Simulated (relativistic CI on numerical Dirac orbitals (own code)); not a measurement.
**Sn²⁰⁺: how the levels respond to the fine-structure constant and the nuclear radius**

How sensitive are the low transitions of Sn²⁰⁺ to a change of α? Wanted is q = dE/dx with x = (α/α0)² − 1, and the field-shift factor by the mean square nuclear radius, for the lowest 30 levels.

Program: relativistic CI on numerical Dirac orbitals (own code) version 2. Level of theory: Dirac-Coulomb-Breit CI, KLI orbitals optimised for each configuration, derivatives by finite differences. These are calculated values, not measurements, unless marked.

## Step 1: The system

```
ion                 : Sn²⁰⁺ (Sn XXI)
nuclear charge      : 50
electrons           : 30
isotope             : A = 120
first configuration : [Ar] 3d10 4s2
```

Outer shells as boxes (Hund's rule):

[Ar] 3d10 4s2
```
[Ar] core
3d [↑↓][↑↓][↑↓][↑↓][↑↓]
4s [↑↓]
```

## Step 2: Levels and derivatives

The run's settings:

```ini
atom Sn  Z=50  charge=20  electrons=30
nucleus A=120  rms_radius_fm=4.6519
hamiltonian dirac-coulomb  breit=on  qed=off  c_scale=1
orbitals kli  potential=per-configuration
slater_scale 1
correlation none
mixing on
configurations
  [Ar] 3d10 4s2
  [Ar] 3d10 4s 4p
  [Ar] 3d10 4p2
  [Ar] 3d10 4s 4d
  [Ar] 3d10 4d2
  [Ar] 3d10 4s 4f
  [Ar] 3d10 4p 4d
  [Ar] 3d10 4f2
end
derivatives alpha2 +-0.01 radius +-1%
```

Q: Predict the outcome of this session. Wanted: lowest level; largest q in size, lowest 30 levels; largest field-shift factor among them.

**Answer**, as computed:

```
                             quantity                                    value
                         lowest level                                  4s2 1S0
  largest q in size, lowest 30 levels                 265200 cm⁻¹ (4p 4d 3F°4)
largest field-shift factor among them  -245 GHz/fm² (4p 4d [4p3/2 4d3/2] J=1°)
```

**Reading.** Among these levels the largest q belongs to 4p 4d 3F°4, a change of configuration. K = 2q/E, the relative sensitivity of a level, hangs on the computed energy: between configurations that lie close it can be off by a factor of several.
